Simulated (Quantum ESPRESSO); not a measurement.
A calculation with Quantum ESPRESSO 7.5 of Sr2TiC2 (ASE script, structure from a P1 CIF):

The input run.py:

```python
import numpy as np
from ase.calculators.espresso import Espresso, EspressoProfile
from ase.io import read

atoms = read('Sr2TiC2.cif')

input_data = {
    'control': {'calculation': 'scf', 'prefix': 'pwscf', 'outdir': './tmp', 'tprnfor': True, 'tstress': True, 'disk_io': 'nowf'},
    'system': {'ecutwfc': 55.0, 'ecutrho': 440.0, 'nbnd': 28, 'occupations': 'smearing', 'smearing': 'fd', 'degauss': 0.00367493},
    'electrons': {'conv_thr': 1e-09, 'electron_maxstep': 120, 'mixing_beta': 0.5},
}
pseudopotentials = {'Sr': 'Sr_pbe_v1.uspp.F.UPF', 'C': 'C.pbe-n-kjpaw_psl.1.0.0.UPF', 'Ti': 'ti_pbe_v1.4.uspp.F.UPF'}
profile = EspressoProfile(command='pw.x', pseudo_dir='pseudo')
dft = Espresso(profile=profile, input_data=input_data, pseudopotentials=pseudopotentials, kpts=(9, 9, 9), koffset=(0, 0, 0))
atoms.calc = dft

print(f'energy {atoms.get_potential_energy():.8f} eV')
print('forces (eV/A)')
print(np.round(atoms.get_forces(), 6))
print('stress (eV/A^3, Voigt)')
print(np.round(atoms.get_stress(), 8))
print(f'Fermi level {dft.get_fermi_level():.4f} eV')
```

Contents of Sr2TiC2.cif:

```cif
data_Sr2TiC2
_cell_length_a 5.95312222
_cell_length_b 5.95312222
_cell_length_c 5.95312222
_cell_angle_alpha 136.65614791
_cell_angle_beta 136.65614791
_cell_angle_gamma 62.96753509
_space_group_name_H-M_alt 'P1'
_space_group_name_Hall 'P 1'
_space_group_IT_number 1
loop_
_space_group_symop_operation_xyz
'x,y,z'
loop_
_atom_site_label
_atom_site_type_symbol
_atom_site_symmetry_multiplicity
_atom_site_Wyckoff_symbol
_atom_site_fract_x
_atom_site_fract_y
_atom_site_fract_z
_atom_site_occupancy
Sr1 Sr 1 a 0.3790000100 0.3790000100 0.0000000000 1
Sr2 Sr 1 a 0.6209999900 0.6209999900 0.0000000000 1
Ti1 Ti 1 a 0.0000000000 0.0000000000 0.0000000000 1
C1 C 1 a 0.7500000000 0.2500000000 0.5000000000 1
C2 C 1 a 0.2500000000 0.7500000000 0.5000000000 1
```

Potentials or basis: SSSP 1.3 efficiency PBE.

Command:

```console
$ OMP_NUM_THREADS=1 python run.py
```

The cell was built by a generator and needn't be a form met in nature.

Q: Write the same calculation in another form: native input, structure typed inline.

A: As run:

File pw.in:

```
&CONTROL
  calculation = 'scf'
  prefix = 'pwscf'
  outdir = './tmp'
  pseudo_dir = './pseudo'
  tprnfor = .true.
  tstress = .true.
  disk_io = 'low'
/
&SYSTEM
  ibrav = 0
  nat = 5
  ntyp = 3
  ecutwfc = 55
  ecutrho = 440
  nbnd = 28
  occupations = 'smearing'
  smearing = 'fd'
  degauss = 0.00367493
/
&ELECTRONS
  conv_thr = 1d-09
  electron_maxstep = 120
  mixing_beta = 0.5
/
ATOMIC_SPECIES
Sr    87.6200 Sr_pbe_v1.uspp.F.UPF
Ti    47.8670 ti_pbe_v1.4.uspp.F.UPF
C     12.0110 C.pbe-n-kjpaw_psl.1.0.0.UPF
CELL_PARAMETERS angstrom
  -2.1984371600    2.1984371600    5.0767521400
   2.1984371600   -2.1984371600    5.0767521400
   2.1984371600    2.1984371600   -5.0767521400
ATOMIC_POSITIONS crystal
Sr     0.3790000100    0.3790000100    0.0000000000
Sr     0.6209999900    0.6209999900    0.0000000000
Ti     0.0000000000    0.0000000000    0.0000000000
C      0.7500000000    0.2500000000    0.5000000000
C      0.2500000000    0.7500000000    0.5000000000
K_POINTS automatic
9 9 9 0 0 0
```

File pp_density.in:

```
&INPUTPP
  prefix = 'pwscf'
  outdir = './tmp'
  filplot = 'density.dat'
  plot_num = 0
/
&PLOT
  nfile = 1
  filepp(1) = 'density.dat'
  iflag = 3
  output_format = 6
  fileout = 'density.cube'
/
```

The input pp_potential.in:

```
&INPUTPP
  prefix = 'pwscf'
  outdir = './tmp'
  filplot = 'potential.dat'
  plot_num = 11
/
&PLOT
  nfile = 1
  filepp(1) = 'potential.dat'
  iflag = 3
  output_format = 6
  fileout = 'potential.cube'
/
```

Potentials or basis: SSSP 1.3 efficiency PBE.

Command:

```console
$ OMP_NUM_THREADS=1 pw.x -in pw.in > pw.out
$ OMP_NUM_THREADS=1 pp.x -in pp_density.in > pp_density.out
$ OMP_NUM_THREADS=1 pp.x -in pp_potential.in > pp_potential.out
```

Both were run:

|  | ASE script, structure from a P1 CIF | native input, structure typed inline |
| --- | --- | --- |
| Pressure | 3.4 GPa | 3.4 GPa |
| Largest force | 5.312 eV/Å | 5.312 eV/Å |
| Band gap on the k mesh | none (metal or under the smearing width) | none (metal or under the smearing width) |

Keys that steer only the numerical path or the files written may differ.

Caveat: forces of over 1 eV/Å show positions far from the minimum, so gaps and moduli don't describe the material at rest.
